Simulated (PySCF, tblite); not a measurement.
# C5H6ClF2 radical: geometry, infrared bands and EPR parameters

Wanted: the infrared bands and EPR parameters of C5H6ClF2 radical (`C=C[C@H](Cl)C[C](F)F`), by calculation.

Programs: tblite 0.8.0 and PySCF 2.14.0, with density-fitted response routines of our own. Each step states its level of theory. These are calculated values for one molecule in the gas phase, unless marked as measured. Atoms are numbered from 0 throughout.

### Step 1. The molecule as given

14 atoms, charge 0, multiplicity 2; geometry from: force field or distance geometry start.

Bonds of the start (Å): C0–C1 1.35, C1–C2 1.51, C2–Cl3 1.79, C2–C4 1.54, C4–C5 1.48, C5–F6 1.35, C5–F7 1.35, C0–H8 1.09, C0–H9 1.08, C1–H10 1.08, C2–H11 1.09, C4–H12 1.10, C4–H13 1.11.

### Step 2. Geometry optimisation with GFN2-xTB

The job: settings as JSON, then the geometry in Å.

```
{"job": {"kind": "relax", "xc": "GFN2-xTB", "basis": "xTB"}, "charge": 0, "multiplicity": 2}
C      1.873200     0.991800     0.596400
C      1.127400     0.461700    -0.398000
C      0.329100    -0.809500    -0.252200
Cl     0.957000    -1.977200    -1.458600
C     -1.174500    -0.591700    -0.505300
C     -1.810100     0.236600     0.550600
F     -2.286100     1.466900     0.259300
F     -1.918300    -0.247600     1.809500
H      1.928400     0.539600     1.584200
H      2.426200     1.906200     0.437500
H      1.113400     0.953400    -1.358200
H      0.466600    -1.267200     0.730600
H     -1.698900    -1.553500    -0.530600
H     -1.334000    -0.110100    -1.487400
```

Started as:

```sh
OMP_NUM_THREADS=1 python probes_run.py task.json out
```

This one command runs all jobs of the session in turn.

**Question.** This job is followed by: GFN2-xTB harmonic vibrations, gas phase; UKS B3LYP, pcH-1 on C Cl F H, non-relativistic, mean-field spin-orbit, GIAO. What will the session give for the following? strongest single infrared mode (GFN2-xTB); zero-point energy (GFN2-xTB); g(iso) (B3LYP); ⟨S²⟩; largest a(iso) (averaged by class); potential on the surface of density 0.002 e/bohr³, 1st and 99th percentile.

The runs gave:

| quantity | value |
| --- | --- |
| strongest single infrared mode (GFN2-xTB) | 1274 cm⁻¹, 120 km/mol |
| zero-point energy (GFN2-xTB) | 60.5 kcal/mol |
| g(iso) (B3LYP) | 2.00406 |
| ⟨S²⟩ | 0.753 (exact 0.75) |
| largest a(iso) (averaged by class) | 13C on C5, 361.6 MHz |
| potential on the surface of density 0.002 e/bohr³, 1st and 99th percentile | -0.64 V and 1.16 V |

What this shows: Relaxing lowered the energy by 0.274 eV in 69 steps; the close pair that moved most is C0–C1, from 1.351 to 1.321 Å. All 36 modes are real, so the xTB geometry is a minimum. The strongest single mode, at 1274 cm⁻¹, is spread over several atoms, H13, C4, C5, H11 among them. Unscaled tight-binding wavenumbers are off by several per cent, some by more. Its intensities can rank the bands wrongly. Most of the unpaired spin sits on C5 (0.85 e). The isotropic g lies 1.7 ppt above the free-electron value.
